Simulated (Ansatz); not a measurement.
**AgAu: how the settings move a single-point run**

Question: which choices in the input matter for AgAu?

Method: reference: DFT, r2SCAN, PAW with Ansatz's default frozen-core files, scalar-relativistic, in Ansatz 0.2.0.

1 further run of the same task is left out (it didn't finish).

## Step 1: The starting structure

It takes space group Cm (No. 8, monoclinic). Conventional cell: a = 5.049 Å, b = 2.915 Å, c = 5.021 Å, α = 90.00°, β = 109.58°, γ = 90.00°. Around Ag (site symmetry m) lie 3 Au at 2.38 to 2.68 Å. Au (site symmetry m) is surrounded by 3 Ag at 2.38 to 2.68 Å.

As a file:

```xyz
2
Lattice="1.4576 0.8415 4.7306 -1.4576 0.8415 4.7306 0.0000 -1.6831 4.7306" Properties=species:S:1:pos:R:3 pbc="T T T"
Ag    0.0000   -0.1515   -0.2129
Au    0.0000    0.1515    7.3088
```

## Step 2: The reference run

The input, input.yaml:

```yaml
crystal:
  lattice:
    - [1.4575878671, 0.8415387474, 4.7306410783]
    - [-1.4575878671, 0.8415387474, 4.7306410783]
    - [0.0, -1.6830774949, 4.7306410783]
  atoms:
    - { symbol: Ag, position: [-0.045, -0.045, 0.045] }
    - { symbol: Au, position: [0.545, 0.545, 0.455] }
kpoints:
  mp_grid: { grid: [12, 12, 12] }
scf:
  occupations: { method: fermi_dirac, width: 0.05 }
hamiltonian:
  xc: r2scan
  pseudopotentials: { kind: paw }
output:
  forces: true
  stress: true
  eigenvalues: true
  efg: { contact_densities: true }
  populations: true
  write_density: true
  write_potential: true
  elf: true
  volumetric_format: npy
```

The run is started by

```console
> ansatz run input.yaml --threads 1 --pin off --max-ram 2048MiB --backend cpu --events-out ev --progress --plain --runs-dir out
```

From the output:

```text
[...]
Basis set: ecut = 500 eV, 881 PW (Γ), FFT grids on a1−a2, a2, −a2+a3, exchange–correlation on 96×160×96 points (64 copies of the dense FFT grid, shifted against one another)
[...]
k-points: 476 of 1728 (time reversal used)
[...]
SCF iter   1: F=—  HF=-20766.660112 eV  |F-HF|=—  |Δ(HF+E_count)|=         —  Δρ=1.37e-2  dr2=7.66e-2  dr2_τ=1.26e-2  ethr=1.77e-3  ⟨swp⟩=5.2  Hψ=42603  notcnv=0
preconditioner: auto → Kerker (q_TF=auto, 2.768 Å⁻¹)  [metal: Δε(μ)=0.006 eV  Ē_g=11.911 eV  σ=0.050 eV  W_gap=0.03  n_scr=16 (ndim 8)  ℏωp=29.5 eV  f_vac=0.000  D(μ)=0.52/eV (n_scr^D=2)]
SCF iter   2: F=—  HF=-20766.650552 eV  |F-HF|=—  |Δ(HF+E_count)|=   9.56e-3  Δρ=6.14e-3  dr2=1.45e-2  dr2_τ=1.74e-3  ethr=2.02e-4  ⟨swp⟩=2.2  Hψ=17286  notcnv=0  defer=25
[...]
SCF iter   7: F=—  HF=-20766.650454 eV  |F-HF|=—  |Δ(HF+E_count)|=   8.15e-8  Δρ=2.99e-5  dr2=2.70e-7  dr2_τ=1.99e-8  ethr=1.84e-8  ⟨swp⟩=2.0  Hψ=16072  notcnv=0  defer=25
SCF iter   8: F=-20766.650455 eV  HF=-20766.650455 eV  |F-HF|=7.30e-9  |Δ(HF+E_count)|=   2.96e-7  Δρ=8.08e-6  dr2=2.46e-8  dr2_τ=1.01e-9  ethr=2.63e-10  ⟨swp⟩=9.4  Hψ=75506  notcnv=0
[...]
SCF converged after 8 iterations
Free energy (F): -20766.650455 eV
[...]
E sigma→0 (E₀):  -20766.648132 eV
[...]
Fermi energy:    18.502572 eV
[...]
  P = ⅓ Tr σ = 17.8423 GPa (178.423 kbar)
[...]
```

Run time: 80 s. Hardware: 1 thread of Arm Neoverse V2, shared host; peak memory 0.79 GiB.

## Step 3: Changed: preconditioner ldos

input.yaml, as its differences from that of step 2:

```diff
@@ -12,2 +12,3 @@
   occupations: { method: fermi_dirac, width: 0.05 }
+  mixing: { preconditioner: ldos }
 hamiltonian:
@@ -21,5 +22 @@
   populations: true
-  write_density: true
-  write_potential: true
-  elf: true
-  volumetric_format: npy
```

The run is started by

```console
> ansatz run input.yaml --threads 1 --pin off --max-ram 2048MiB --backend cpu --events-out ev --progress --plain --runs-dir out
```

Log, cut to the lines that bear on the results:

```text
[...]
Ag, Au: output.efg is read without spin–orbit coupling, which moves field gradients at and beside such atoms by some per cent and up to a factor of two; PAW files take it under magnetization.noncollinear and magnetization.spin_orbit
[...]
Pseudopotentials: kind: paw
Pseudopotential: Ag, paw, valence charge 19, recommended cutoff 500 eV (meta_gga)
Pseudopotential: Au, paw, valence charge 19, recommended cutoff 500 eV (meta_gga)
Functional definition: r2SCAN
[...]
Crystal: 2 atoms, lattice volume = 34.816 Å³
Basis set: ecut = 500 eV, 881 PW (Γ), FFT grids on a1−a3, a2−a3, a3, exchange–correlation on 96×96×160 points (64 copies of the dense FFT grid, shifted against one another)
Bands: 23, of which v1, the nominal top of the filled ones, is band 19 counted from 1 (18 counted from 0)
Symmetry: 2 space group operations
Space group: Cm (ITA 8), of the structure as read, at distance tolerance 3.3e-5 Å
k-points: 476 of 1728 (time reversal used)
[...]
SCF iter   1: F=—  HF=-20766.660113 eV  |F-HF|=—  |Δ(HF+E_count)|=         —  Δρ=1.37e-2  dr2=7.66e-2  dr2_τ=1.26e-2  ethr=1.77e-3  ⟨swp⟩=5.1  Hψ=42562  notcnv=0
[...]
SCF iter   7: F=-20766.650455 eV  HF=-20766.650455 eV  |F-HF|=1.21e-8  |Δ(HF+E_count)|=   3.09e-7  Δρ=1.27e-5  dr2=5.16e-8  dr2_τ=8.50e-9  ethr=2.63e-10  ⟨swp⟩=5.6  Hψ=44601  notcnv=0
[...]
SCF converged after 7 iterations
Free energy (F): -20766.650455 eV
[...]
E sigma→0 (E₀):  -20766.648132 eV
Entropy (-TS):   -0.004645 eV (-2.322 meV/atom)
Fermi energy:    18.502545 eV
[...]
--- Forces (eV/Å), atoms counted from 1 ---
  atom   1  Ag     0.00000000     1.50790087     4.60009361
  atom   2  Au     0.00000000    -1.50789256    -4.60045893
[...]
--- Stress (GPa, compression-positive) ---
        6.596707       0.000000       0.000000
        0.000000      18.084207      12.747796
        0.000000      12.747791      28.846428
  P = ⅓ Tr σ = 17.8424 GPa (178.424 kbar)
--- PAW observables at the nuclei: V_zz in 10²¹ V/m², potentials from the cell's mean, atoms counted from 1 ---
  atom   1  Ag V_zz =    -2.640900   η = 0.4812   by run symmetry: allowed
            electrostatic potential = -7485.715121 V   contact ρ = 947784.212169 e/Å³
  atom   2  Au V_zz =    +9.547770   η = 0.1292   by run symmetry: allowed
            electrostatic potential = -16459.933323 V   contact ρ = 13072877.503453 e/Å³
--- Band table (eV; the first three rows and the last of 476) ---
  k-point 0: bands = ["-89.2162", "-76.2749", "-40.2033", "-40.0156", "-39.9906", "-38.9029", "-38.8425", "-38.8275", "9.2457", "11.1643", "12.5699", "12.9394", "13.0368", "13.1590", "13.9139", "14.3951", "14.9685", "15.6887", "16.1054", "18.4368", "21.3737", "33.4268", "34.9427"]
[...]
--- Löwdin populations: 2 sites ---
  site symbol       q [e]
     0     Ag     18.8153
     1     Au     18.9178
  spilling = 0.007024 (of n_electrons = 38.000000)
```

Run time: 66 s. Hardware: 1 thread of Arm Neoverse V2, shared host; peak memory 0.78 GiB.

With the changed mixing the energy agrees within 0.5 meV/atom.

## Step 4: Changing settings: mp_grid.grid [15, 15, 15], chi_scale 0.0

input.yaml, as its differences from that of step 2:

```diff
@@ -9,5 +9,6 @@
 kpoints:
-  mp_grid: { grid: [12, 12, 12] }
+  mp_grid: { grid: [15, 15, 15] }
 scf:
   occupations: { method: fermi_dirac, width: 0.05 }
+  initial_density: { chi_scale: 0.0 }
 hamiltonian:
```

The run is started by

```console
> ansatz run input.yaml --threads 1 --pin off --max-ram 2048MiB --backend cpu --events-out ev --progress --plain --runs-dir out
```

Log, cut to the lines that bear on the results:

```text
[...]
Ag, Au: output.efg is read without spin–orbit coupling, which moves field gradients at and beside such atoms by some per cent and up to a factor of two; PAW files take it under magnetization.noncollinear and magnetization.spin_orbit
[...]
[... 4 set-up lines as earlier in the session ...]
[...]
Crystal: 2 atoms, lattice volume = 34.816 Å³
Basis set: ecut = 500 eV, 881 PW (Γ), FFT grids on a1−a2, a2, −a2+a3, exchange–correlation on 96×160×96 points (64 copies of the dense FFT grid, shifted against one another)
Bands: 23, of which v1, the nominal top of the filled ones, is band 19 counted from 1 (18 counted from 0)
[... 1 set-up line as earlier in the session ...]
[...]
--- Forces (eV/Å), atoms counted from 1 ---
  atom   1  Ag     0.00000000     1.49883706     4.62146982
  atom   2  Au     0.00000000    -1.49882878    -4.62144855
[...]
--- Stress (GPa, compression-positive) ---
        5.941414       0.000000       0.000000
        0.000000      17.014749      12.786642
        0.000000      12.786642      29.946928
  P = ⅓ Tr σ = 17.6344 GPa (176.344 kbar)
--- PAW observables at the nuclei: V_zz in 10²¹ V/m², potentials from the cell's mean, atoms counted from 1 ---
  atom   1  Ag V_zz =    -3.192222   η = 0.3687   by run symmetry: allowed
            electrostatic potential = -7485.724517 V   contact ρ = 947784.200446 e/Å³
  atom   2  Au V_zz =    +8.014963   η = 0.0923   by run symmetry: allowed
            electrostatic potential = -16459.905117 V   contact ρ = 13072877.193984 e/Å³
--- Band table (eV; the first three rows and the last of 904) ---
[... band rows left out ...]
[...]
--- Löwdin populations: 2 sites ---
  site symbol       q [e]
     0     Ag     18.8176
     1     Au     18.9144
  spilling = 0.007051 (of n_electrons = 38.000000)
```

It took 2.7 min on 1 thread of Arm Neoverse V2, shared host; peak memory 1.1 GiB.

Changing the k-point mesh and start moves the energy by -3.1 meV/atom. Sampling errors of the energy have no fixed sign. Of the settings changed, the mesh is the one that moves energies this far. Cost: 9 SCF cycles against 8, 2.7 min against 80 s.

## Step 5: All runs together

```tsv
run	ending	energy change	pressure (GPa)	gap (eV)	force (eV/Å)	cycles	time
reference	converged	0	17.8	0.00	4.84	8	80 s
1: preconditioner ldos	converged	0.0 meV/atom	17.8	0.00	4.84	7	66 s
2: mp_grid.grid [15, 15, 15], chi_scale 0.0	converged	-3.1 meV/atom	17.6	0.00	4.86	9	2.7 min
```

Times don't compare one to one where runs were asked for different outputs or read a saved state (see the inputs); cycles may leave out searches for a lower state.

Residual by cycle in the longest SCF loop of each run; runs are numbered as in the table. The quantity is the density residual dr2, in eV.

```tsv
cycle	reference	run 1	run 2
1	0.0766	0.0766	0.942
2	0.0145	0.0665	0.173
3	0.00185	8.3e-4	0.0183
4	1.8e-4	1.7e-4	0.00112
5	4.3e-5	4.4e-6	1.2e-4
6	7.0e-6	3.4e-7	2.6e-5
7	2.7e-7	5.2e-8	3.2e-6
8	2.5e-8	-	1.6e-7
9	-	-	1.3e-8
```

**Reading.** Of the converged runs whose energies compare with the reference's, «mp_grid.grid [15, 15, 15], chi_scale 0.0» moves the energy most (-3.1 meV/atom) and «preconditioner ldos» least (0.0 meV/atom). The pressure spans 17.6 to 17.8 GPa over the reference and the converged variants. The structure is not at rest: the sound run finds 18 GPa, so these are no properties of the relaxed crystal. 
